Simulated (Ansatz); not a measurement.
# Mn (hcp type): the cost of one run

Method: DFT, LDA, all-electron LAPW, scalar-relativistic, in Ansatz 0.2.0.

### Step 1. Starting point

Symmetry: P6_3/mmc, No. 194, hexagonal system. The conventional cell has a = 2.049 Å, b = 2.049 Å, c = 3.288 Å, α = 90.00°, β = 90.00°, γ = 120.00°. Around Mn (site symmetry -6m2) lie 12 Mn at 2.03 to 2.05 Å.

Coordinates:

```cif
data_structure
_symmetry_space_group_name_H-M 'P6_3/mmc'
_symmetry_Int_Tables_number 194
_cell_length_a 2.0493
_cell_length_b 2.0493
_cell_length_c 3.2875
_cell_angle_alpha 90.000
_cell_angle_beta 90.000
_cell_angle_gamma 120.000
_cell_volume 11.96
loop_
_atom_site_label
_atom_site_type_symbol
_atom_site_symmetry_multiplicity
_atom_site_Wyckoff_symbol
_atom_site_fract_x
_atom_site_fract_y
_atom_site_fract_z
_atom_site_occupancy
Mn1 Mn 2 c 0.33333 0.66667 0.25000 1
```

The file gives the conventional cell by its symmetry; the runs use the cell typed in the input.

Atoms are numbered in the order of the input: Mn1, Mn2.

### Step 2. Hcp relaxed under pressure, LAPW

Contents of input.yaml:

```yaml
crystal:
  lattice:
    - [2.0492861049, 0.0, 0.0]
    - [-1.0246430524, 1.7747338264, 0.0]
    - [0.0, 0.0, 3.2875422769]
  atoms:
    - { symbol: Mn, position: [0.3333333333, 0.6666666667, 0.25], spin: 3.0 }
    - { symbol: Mn, position: [0.6666666667, 0.3333333333, 0.75], spin: 3.0 }
magnetization:
  spin_polarized: true
kpoints:
  mp_grid: { grid: [21, 21, 12] }
scf:
  occupations: { method: fermi_dirac, width: 0.1 }
hamiltonian:
  xc: lda
  pseudopotentials: { kind: all_electron, lapw: { basis_error: 0.0005 } }
output:
  forces: true
  stress: true
  eigenvalues: true
relax:
  f_tol: 0.005
  max_steps: 12
  cell: { p_target: 500.0, stress_tol: 0.25 }
```

The run is started by

```sh
$ ansatz run input.yaml --threads 2 --pin off --max-ram 7168MiB --backend cpu --events-out ev --progress --plain --runs-dir out
```

**Question.** How long does this run take on 2 threads of Arm Neoverse V1, shared host, and how much memory does it need?

About 5.7 min, with a peak of 1.7 GiB.
